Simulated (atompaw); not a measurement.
**Cu: two inputs for a PAW (atompaw) potential**

Aim: run the settings below and read what the generator makes of them, then set beside them a closely related input and test what it gives.

The numbers are computed with atompaw 4.2.0.5 (PBE, scalar-relativistic, spin-unpolarised reference atom).

## 1. The design

Typed settings, in words:

```
element                 : copper (Cu, Z = 29)
type                    : PAW
frozen core             : [Ne] 3s2
valence charge          : 17
reference configuration : 3p6 3d9 4s2 4p0
partial waves           : 4s (bound): rc 2.35 bohr; 4s channel at 0.45 Ry: rc 2.35 bohr; 3p (bound): rc 1.20 bohr; 4p (bound, empty): rc 2.35 bohr; 3d (bound): rc 1.55 bohr; 3d channel at 0.35 Ry: rc 1.55 bohr
local potential         : bessel scheme, radius 1.22 bohr
core correction         : smooth core density matched at 2.00 bohr
augmentation charge     : sinc compensation charge, radius 2.35 bohr; PAW radius 2.35 bohr; waves and projectors: custom polynom gramschmidtortho
```

The outer shells as boxes (Hund's rule for the drawing; the calculation is spin-unpolarised):

```
[Ne] core
3s [↑↓]
3p [↑↓][↑↓][↑↓]
3d [↑↓][↑↓][↑↓][↑↓][↑ ]
4s [↑↓]
4p [  ][  ][  ]
```

## 2. The first input

Contents of Cu.input:

```
Cu 29
GGA-PBE scalarrelativistic loggrid 1500 logderivrange -8 5 326
4 4 3 0 0 0
4 1 0
3 2 9
0 0 0
c
c
c
v
c
v
v
v
2
2.35 2.35 1.22 2.00
y
0.45
n
n
y
0.35
n
custom polynom gramschmidtortho sinc
bessel
2.35
2.35
1.20
2.35
1.55
1.55
PWSCFOUT
UPFDX 0.0125d0 UPFXMIN -7.d0 UPFZMESH 29.d0
END
```

Launch:

```console
$ atompaw < Cu.input > Cu.log
```

What the program wrote to the file Cu (summary file and the last messages):

```text
[... the first 26 lines are left out ...]

 ---
 Completed calculations for Cu (SC)

 Exchange-correlation type: GGA, Perdew-Burke-Ernzerhof

 Radial integration grid is logarithmic 
 r0 =   2.8831811E-04 h =   8.3612251E-03   n =      1500 rmax =   8.0000000E+01

 Scalar relativistic calculation

 SCatom converged in   4 iterations
   nz     =  29.00
   delta  =       2.386808696513E-15

 Valence Electron Orbital energies:         
  n  l      occupancy      energy
   4  0      2.0000000E+00 -4.2719688E-01
   3  1      6.0000000E+00 -5.6819754E+00
   4  1      0.0000000E+00 -8.6079879E-02
   3  2      9.0000000E+00 -6.9960335E-01

 Total energy
   Total                    :    -3309.55356728617835
   Valence                  :     -397.71495955432215

 PAW parameters: 
       lmax =            2
         rc =    2.3674956450676721     
        irc =         1079
   rc_shape =    2.3674956450676721     
    rc_vloc =    1.2228472507371153     
    rc_core =    2.0028797864402481     
   Vloc: truncated form - Vps(r)=A.sin(qr)/r for r<rc
   Projector type: polynomial pseudization + Gram-Schmidt ortho.
   Sinc^2 compensation charge shape zeroed at rc

 Number of basis functions     6
 No.   n  nodes  l      Energy         Cp coeff         Occ
  1    4    3    0   -0.4271969E+00  0.1000000E+01  0.2000000E+01
  2  999    4    0    0.4500000E+00  0.2686637E-02  0.0000000E+00
  3    3    1    1   -0.5681975E+01  0.1000000E+01  0.6000000E+01
  4    4    2    1   -0.8607988E-01  0.7067500E+00  0.0000000E+00
  5    3    0    2   -0.6996033E+00  0.1000000E+01  0.9000000E+01
  6  999    1    2    0.3500000E+00 -0.1285435E-02  0.0000000E+00

 Eigenvalues of overlap operator (in the basis of projectors):
    1       -9.28297954E-03
    2        8.88470659E-01
    3        9.02231852E-01
    4        2.09997849E+00
    5        3.93405083E+01
    6        1.29968654E+02

The overlap operator has at least one negative eigenvalue!
It might be not positive definite...
Program is stopping.
This probably means that your projectors are too similar
or that your PAW basis is incomplete.
Advice: try to change your input parameters (f.i. : reference energies).
```

Run time: 7.2 s. Hardware: 1 thread, shared host.

## 3. What went wrong

No potential comes out: the run stopped with "atompaw: The overlap operator has at least one negative eigenvalue!". The reason: the overlap operator built from these waves and projectors is not positive definite.

The second input is set otherwise in this: local potential bessel scheme, radius 1.84 bohr.

## 4. The second input

Cu.input: that of step 2 with these lines changed.

```diff
@@ -15,3 +15,3 @@
 2
-2.35 2.35 1.22 2.00
+2.35 2.35 1.84 2.00
 y
```

Launch:

```console
$ atompaw < Cu.input > Cu.log
```

The output, the file Cu (summary file):

```text
 Completed calculations for Cu (AE)

 Exchange-correlation type: GGA, Perdew-Burke-Ernzerhof

 Radial integration grid is logarithmic 
 r0 =   2.8831811E-04 h =   8.3612251E-03   n =      1500 rmax =   8.0000000E+01

 Scalar relativistic calculation

 AEatom converged in  44 iterations
   nz     =  29.00
   delta  =       3.503547201673E-15

 All Electron Orbital energies:         
  n  l      occupancy      energy
  1  0      2.0000000E+00 -6.5093154E+02
  2  0      2.0000000E+00 -7.8515628E+01
  3  0      2.0000000E+00 -8.8196481E+00
  4  0      2.0000000E+00 -4.2719688E-01
  2  1      6.0000000E+00 -6.7817508E+01
  3  1      6.0000000E+00 -5.6819754E+00
  4  1      0.0000000E+00 -8.6079880E-02
  3  2      9.0000000E+00 -6.9960335E-01

 Total energy
   Total                    :    -3309.55356726436412

 ---
 Completed calculations for Cu (SC)

 Exchange-correlation type: GGA, Perdew-Burke-Ernzerhof

 Radial integration grid is logarithmic 
 r0 =   2.8831811E-04 h =   8.3612251E-03   n =      1500 rmax =   8.0000000E+01

 Scalar relativistic calculation

 SCatom converged in   4 iterations
   nz     =  29.00
   delta  =       2.386808696513E-15

 Valence Electron Orbital energies:         
  n  l      occupancy      energy
   4  0      2.0000000E+00 -4.2719688E-01
   3  1      6.0000000E+00 -5.6819754E+00
   4  1      0.0000000E+00 -8.6079879E-02
   3  2      9.0000000E+00 -6.9960335E-01

 Total energy
   Total                    :    -3309.55356728617835
   Valence                  :     -397.71495955432215

 PAW parameters: 
       lmax =            2
         rc =    2.3674956450676721     
        irc =         1079
   rc_shape =    2.3674956450676721     
    rc_vloc =    1.8422013338738157     
    rc_core =    2.0028797864402481     
   Vloc: truncated form - Vps(r)=A.sin(qr)/r for r<rc
   Projector type: polynomial pseudization + Gram-Schmidt ortho.
   Sinc^2 compensation charge shape zeroed at rc

 Number of basis functions     6
 No.   n  nodes  l      Energy         Cp coeff         Occ
  1    4    3    0   -0.4271969E+00  0.1000000E+01  0.2000000E+01
  2  999    4    0    0.4500000E+00  0.3848747E-02  0.0000000E+00
  3    3    1    1   -0.5681975E+01  0.1000000E+01  0.6000000E+01
  4    4    2    1   -0.8607988E-01  0.7688093E+00  0.0000000E+00
  5    3    0    2   -0.6996033E+00  0.1000000E+01  0.9000000E+01
  6  999    1    2    0.3500000E+00  0.2035405E-01  0.0000000E+00

 Eigenvalues of overlap operator (in the basis of projectors):
    1        6.08196757E-02
    2        6.80869226E-01
    3        1.04686876E+00
    4        1.46843378E+00
    5        2.65672163E+01
    6        6.76934673E+01

 Orbital leakage outside PAW augmentation regions
   orb  is_core?  %out_of_sphere
   1 0    T           0.00
   2 0    T           0.00
   3 0    T           0.01
   4 0    F          57.13
   2 1    T           0.00
   3 1    F           0.05
   4 1    F          85.82
   3 2    F           2.94

 Summary of PAW energies
   Total valence energy     :   -397.71496392478105
   Smooth energy            :     48.56235222688282
   One center               :   -446.27731615166385
   Smooth kinetic           :     64.64611761188831
   Vloc energy              :     -4.07190382511083
   Smooth exch-corr         :    -12.94494762278169
   One-center xc            :   -121.64149938828317
```

Run time: 7.5 s. Hardware: 1 thread, shared host.

All-electron and pseudo partial waves u(r) = r·R(r), from the program's wave files:

| r (bohr) | 4p AE | 4p PS |
| --- | --- | --- |
| 0.090 | 0.0860 | 0.0011 |
| 0.181 | 0.0696 | 0.0046 |
| 0.271 | -0.0174 | 0.0103 |
| 0.362 | -0.0997 | 0.0184 |
| 0.452 | -0.1479 | 0.0286 |
| 0.542 | -0.1616 | 0.0410 |
| 0.633 | -0.1483 | 0.0555 |
| 0.723 | -0.1175 | 0.0720 |
| 0.813 | -0.0764 | 0.0902 |
| 0.904 | -0.0298 | 0.1104 |
| 0.994 | 0.0179 | 0.1319 |
| 1.085 | 0.0655 | 0.1549 |
| 1.175 | 0.1106 | 0.1786 |
| 1.265 | 0.1532 | 0.2031 |
| 1.356 | 0.1931 | 0.2283 |
| 1.446 | 0.2295 | 0.2533 |
| 1.537 | 0.2631 | 0.2784 |
| 1.627 | 0.2932 | 0.3025 |
| 1.717 | 0.3205 | 0.3257 |
| 1.808 | 0.3454 | 0.3480 |
| 1.898 | 0.3673 | 0.3685 |
| 1.988 | 0.3869 | 0.3873 |
| 2.079 | 0.4044 | 0.4045 |
| 2.169 | 0.4196 | 0.4197 |
| 2.260 | 0.4330 | 0.4330 |
| 2.350 | 0.4445 | 0.4445 |

## 5. Logarithmic derivatives

Taken from the files of the generation run. The phase is arctan(r·u′/u) with u = r·R, unwrapped, with energies in Ry. A pole is an energy at which the radial function vanishes at the test radius. The pseudo phase is shifted by a multiple of π to meet the all-electron one at the reference energy. Levels narrower than the energy grid can be missing from the poles. The last column is the largest difference on the grid between −1 and +1 Ry.

| channel | radius (bohr) | reference (Ry) | poles AE | poles PS | window around the reference with phases within 0.05 rad (Ry) | largest difference near zero (rad) |
| --- | --- | --- | --- | --- | --- | --- |
| s | 2.37 | -0.43 | 1.70 | 1.70 | below 4.6 | 0.000 |
| p | 2.37 | -0.09 | -5.66, 2.88 | -5.66, 2.85 | the whole range | 0.002 |
| d | 2.37 | -0.70 | -0.58, 4.94 | -0.58 | the whole range | 0.000 |

Phases (rad) along the scan:

| E (Ry) | p AE | p PS | d AE | d PS |
| --- | --- | --- | --- | --- |
| -8.00 | 1.416 | 1.415 | 1.424 | 1.424 |
| -7.52 | 1.410 | 1.410 | 1.420 | 1.420 |
| -7.04 | 1.404 | 1.403 | 1.415 | 1.415 |
| -6.56 | 1.396 | 1.396 | 1.409 | 1.410 |
| -6.08 | 1.384 | 1.384 | 1.404 | 1.404 |
| -5.60 | -1.719 | -1.719 | 1.397 | 1.397 |
| -5.12 | -1.760 | -1.760 | 1.389 | 1.389 |
| -4.64 | -1.774 | -1.774 | 1.381 | 1.381 |
| -4.16 | -1.788 | -1.788 | 1.371 | 1.371 |
| -3.68 | -1.804 | -1.804 | 1.359 | 1.359 |
| -3.20 | -1.824 | -1.824 | 1.344 | 1.344 |
| -2.72 | -1.848 | -1.849 | 1.325 | 1.326 |
| -2.24 | -1.881 | -1.882 | 1.300 | 1.301 |
| -1.76 | -1.928 | -1.928 | 1.262 | 1.263 |
| -1.28 | -1.998 | -1.998 | 1.183 | 1.184 |
| -0.80 | -2.119 | -2.119 | 0.224 | 0.225 |
| -0.32 | -2.368 | -2.368 | -1.780 | -1.780 |
| 0.16 | -2.980 | -2.981 | -1.912 | -1.912 |
| 0.64 | -3.873 | -3.875 | -2.035 | -2.035 |
| 1.12 | -4.318 | -4.319 | -2.239 | -2.238 |
| 1.60 | -4.508 | -4.510 | -2.686 | -2.680 |
| 2.08 | -4.611 | -4.613 | -3.538 | -3.520 |
| 2.56 | -4.678 | -4.680 | -4.143 | -4.127 |
| 3.04 | -4.729 | -4.731 | -4.403 | -4.389 |
| 3.52 | -4.771 | -4.773 | -4.534 | -4.521 |
| 4.00 | -4.811 | -4.814 | -4.614 | -4.601 |
| 4.48 | -4.854 | -4.857 | -4.670 | -4.655 |
| 4.96 | -4.905 | -4.907 | -4.714 | -4.696 |

## 6. Cutoff and ghost test in a Bessel basis

This step uses the generator's waves and projectors in a separate script. Basis: spherical Bessel functions vanishing at 20 bohr, q² up to the cutoff; potential fixed at the reference.

All-electron valence levels (Ry): 4s -0.4272, 3p -5.6820, 4p -0.0861, 3d -0.6996. The lowest levels of each channel (Ry) by cutoff; the last column sums, over occupied levels, occupation times the distance from the level at 400 Ry. A positive value at high cutoff is not a bound level.

| cutoff (Ry) | s #1 | p #1 | p #2 | d #1 | f #1 | Σ f·Δε (mRy) |
| --- | --- | --- | --- | --- | --- | --- |
| 8 | -0.4268 | -0.0861 | 0.0499 | 0.0638 | 0.1135 | 40446.3 |
| 18 | -0.4272 | -3.6833 | -0.0861 | -0.2486 | 0.1135 | 16050.8 |
| 40 | -0.4272 | -5.6427 | -0.0861 | -0.6971 | 0.1135 | 258.2 |
| 60 | -0.4272 | -5.6786 | -0.0861 | -0.6987 | 0.1135 | 28.7 |
| 90 | -0.4272 | -5.6813 | -0.0861 | -0.6995 | 0.1135 | 5.1 |
| 110 | -0.4272 | -5.6818 | -0.0861 | -0.6996 | 0.1135 | 1.4 |
| 140 | -0.4272 | -5.6819 | -0.0861 | -0.6996 | 0.1135 | 0.7 |
| 180 | -0.4272 | -5.6819 | -0.0861 | -0.6996 | 0.1135 | 0.1 |
| 400 | -0.4272 | -5.6820 | -0.0861 | -0.6996 | 0.1135 | 0.0 |

The sum stays within 10 mRy from 90 Ry and within 1 mRy from 140 Ry. The sum leaves out empty levels, which can need more. Ghost test: no level below the all-electron spectrum of its channel (s, p, d, f tested).

## 7. Results

```
                                                quantity                                                                        value
                                             first input  failed: atompaw: The overlap operator has at least one negative eigenvalue!
                                            second input                                                                    generated
               cutoffs for 10 and 1 mRy, occupied levels                                                             90 Ry and 140 Ry
                                            bound ghosts                                                                   none found
largest phase difference near zero energy, channels read                                                                    0.002 rad
         lowest eigenvalue of the overlap (Bessel basis)                                                                    0.189 (s)
        share of valence orbitals outside the PAW sphere                                             4s 57 %, 3p 0 %, 4p 86 %, 3d 3 %
                                                UPF file                                                                      written
```

What this shows: The change is enough to let the generator finish; it is one cure of several. It counts as hard, with 90 Ry needed at the looser tolerance. The slowest occupied level is 3p: taken alone it needs 90 Ry to come within 1 mRy, against 60 Ry for 3d. No bound ghost shows below the valence levels. Near zero energy the phases of the channels with partial waves agree within 0.002 rad. All of this concerns the isolated atom, not yet a solid.
